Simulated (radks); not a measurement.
**Cu¹⁸⁺ in [He] 2s1 2p6 3s1 4s1: an all-electron calculation**

One table from this session's results is given with a row withheld; the runs are named, their logs left out.

Program: radks (a radial shooting solver on a logarithmic mesh, Libxc functionals) version 1. Level of theory: scalar-relativistic Kohn-Sham, SOGGA, spin-polarised, spherical densities, finite nucleus; open shells are filled with parallel spins first. These are calculated values, not measurements, unless marked.

**The atom as given**

- element: copper (Z = 29)
- charge: +18
- electrons: 11
- configuration: [He] 2s1 2p6 3s1 4s1
- nuclear rms radius: 3.8823 fm

The outer shells:

Cu¹⁸⁺
```
[He] core
2s [↑ ]
2p [↑↓][↑↓][↑↓]
3s [↑ ]
4s [↑ ]
```

Set-up of the first run:

The run's settings:

```text
Z 29
configuration [He] 2s1 2p6 3s1 4s1 3p0 3d0
relativity scalar-relativistic
functional sogga,pbe
spin polarised
nucleus finite rms 3.8823 fm
c 137.035999084
```

One table of the session follows, with a row left open; its other results are not shown here.

It belongs to the step «Orbitals and density». Radial moments (bohr):

```
  level      <r>  outermost maximum (interpolated)  90 % within  nodes
  1s up  0.05210                            0.0341       0.0931      0
1s down  0.05211                            0.0341       0.0931      0
  2s up   0.2293                             0.194        0.353      1
2s down   0.2294                             0.194        0.353      1
  2p up   0.2000                             0.156        0.325      0
2p down   0.1999                             0.155        0.325      0
  3s up   0.5690                             0.536        0.825      2
  3p up   0.5546                             0.518        0.820      1
  3d up        ?                                 ?            ?      ?
  4s up    1.073                              1.08         1.51      3
```

Estimate the missing values for 3d up.

**Answer.** <r>: 0.4965; outermost maximum (interpolated): 0.421; 90 % within: 0.756; nodes: 0. In the column «<r>» it lies between 2s down (0.2294) and 3p up (0.5546).
